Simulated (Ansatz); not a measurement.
# BF2GeH3: the cost of one run

Program: Ansatz 0.2.0, Gaussian basis. Level of theory: the settings change from run to run. These are calculated values, not measurements.

### 1 The relaxed structure

An earlier PBE0-D4 in a triple-zeta def2 set relaxation fixed the geometry.

7 atoms, charge 0, spin multiplicity 1.

Atoms are counted from 1 here; the program's logs count them from 0.

Bond lengths: F1–B2 1.313 Å, B2–Ge3 2.084 Å, B2–H5 1.201 Å, Ge3–F4 1.748 Å, Ge3–H6 1.540 Å, Ge3–H7 1.540 Å. Angles: F1–B2–Ge3 119.9°, F1–B2–H5 117.5°, Ge3–B2–H5 122.5°, B2–Ge3–F4 109.0°, B2–Ge3–H6 113.3°, B2–Ge3–H7 113.3°, F4–Ge3–H6 105.7°, F4–Ge3–H7 105.7°, H6–Ge3–H7 109.4°.

### 2 wB97M-V/def2-SVP

This run has multiplicity 3, density fitting with cc-pVTZ-jkfit.

Contents of in.yaml:

```yaml
crystal:
  periodic: [false, false, false]
  atoms:
    - {symbol: F, position_ang: [-1.098209, -1.899684, -0.130192]}
    - {symbol: B, position_ang: [-0.069100, -1.224727, 0.326660]}
    - {symbol: Ge, position_ang: [0.154675, 0.788903, -0.162969]}
    - {symbol: F, position_ang: [-1.169768, 1.273256, -1.196533]}
    - {symbol: H, position_ang: [0.715092, -1.811443, 1.022560]}
    - {symbol: H, position_ang: [0.092001, 1.723668, 1.059332]}
    - {symbol: H, position_ang: [1.436610, 1.082128, -0.964458]}
basis:
  gaussian: {orbitals: def2-SVP, fitting: {mean_field: cc-pVTZ-jkfit}}
magnetization: {spin_polarized: true, initial_magnetization: 2}
hamiltonian: {xc: {name: wB97M-V}}
```

Run with:

```
$ ansatz run in.yaml --threads 2 --pin off --events-out ev --progress --plain --max-ram 4352MiB
```

Q: Estimate wall time and peak memory on 2 threads of Arm Neoverse V1, shared host.

About 8.5 s, with a peak of 0.41 GiB.
